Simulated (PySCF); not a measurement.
O3VSH3, in a box:

```
O V S H
1.0
    13.00000    0.00000    0.00000
     0.00000   13.00000    0.00000
     0.00000    0.00000   12.00000
O V S H
3 1 1 3
Cartesian
  5.0360 7.6183 7.2510
  7.4873 6.2256 7.3650
  5.2894 5.1403 5.7845
  6.1228 6.5926 6.3766
  6.6989 7.5606 4.6959
  4.6789 8.4352 6.9565
  8.3880 6.3132 7.1217
  4.9311 4.5403 6.4800
```

The cell isn't the ideal one: atoms moved at random, drawn with an rms of 0.05 Å.

Base run:

| Property | Result |
| --- | --- |
| Program | PySCF 2.14.0 |
| Functional | B3PW91 |
| Potentials or basis | def2-svp (all-electron) |
| k mesh | 1 × 1 × 1 |
| Occupations | fixed |
| Spin | no spin polarisation |

Its results: gap between the frontier levels 4.53 eV.

Question: The run is repeated on the same cell with these changes: functional from B3PW91 to PBE. What comes out?

Answer: Gap between the frontier levels 2.97 eV.

B3PW91 gives the wider gap, since exact exchange removes part of the self-interaction.

Caveats: this is a molecule in a periodic box at the Γ point, so its band gap is the HOMO-LUMO gap; the basis of atomic orbitals isn't converged, which shifts pressures, moduli and gaps.

